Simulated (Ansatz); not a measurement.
# KBr: the cost of one run

Program: Ansatz 0.2.0. Level of theory: plane waves, PAW. These are calculated values, not measurements.

1 further run of the same task is left out (it didn't finish).

## Step 1: Starting point

Symmetry: Fm-3m, No. 225, cubic system. The conventional cell has a = 6.604 Å, b = 6.604 Å, c = 6.604 Å, α = 90.00°, β = 90.00°, γ = 90.00°. K (site symmetry m-3m) is surrounded by 6 Br at 3.30 Å. Around Br (site symmetry m-3m) lie 6 K at 3.30 Å.

Structure file:

```cif
data_structure
_symmetry_space_group_name_H-M 'P 1'
_symmetry_Int_Tables_number 1
_cell_length_a 4.6701
_cell_length_b 4.6701
_cell_length_c 4.6701
_cell_angle_alpha 60.000
_cell_angle_beta 60.000
_cell_angle_gamma 60.000
_cell_volume 72.02
loop_
_atom_site_label
_atom_site_type_symbol
_atom_site_fract_x
_atom_site_fract_y
_atom_site_fract_z
_atom_site_occupancy
K1 K 0.00000 0.00000 0.00000 1
Br1 Br 0.50000 0.50000 0.50000 1
```

Cell and atoms come from an earlier r2SCAN relaxation.

## Step 2: PBE, anion s p, 4×4×4

The input, input.yaml:

```yaml
crystal:
  lattice:
    - [0.0, 3.3022478201, 3.3022478201]
    - [3.3022478201, 0.0, 3.3022478201]
    - [3.3022478201, 3.3022478201, 0.0]
  atoms:
    - { symbol: K, position: [0.0, 0.0, 0.0] }
    - { symbol: Br, position: [0.5, 0.5, 0.5] }
kpoints:
  mp_grid: { grid: [6, 6, 6] }
  band_path:
    path:
      - [[0.0, 0.0, 0.0], [0.5, 2.314501656369e-34, 0.5], [0.625, 0.25, 0.625]]
      - [[0.375, 0.375, 0.75], [0.0, 0.0, 0.0], [0.5, 0.5, 0.5], [0.5, 0.25, 0.75], [0.5, 2.314501656369e-34, 0.5]]
    npoints: 10
hamiltonian:
  xc: pbe
scf:
  occupations: { method: fixed }
  n_extra_bands: 6
output:
  forces: false
  stress: false
  eigenvalues: true
  wannier:
    kmesh: [4, 4, 4]
    projections: [{ species: Br, l: s, shell: 4 }, { species: Br, l: p, shell: 4 }]
    minimise: true
    write_hr: true
    conv_tol: 1.0e-08
    max_iter: 3000
  write_density: true
  write_potential: true
  elf: true
  volumetric_format: npy
```

Started as:

```console
> ansatz run input.yaml --threads 4 --pin off --max-ram 3686MiB --backend cpu --events-out ev --progress --plain --runs-dir out
```

What time and memory should one allow on 4 threads of Arm Neoverse N1, shared host?

About 1.9 s, with a peak of 0.29 GiB.
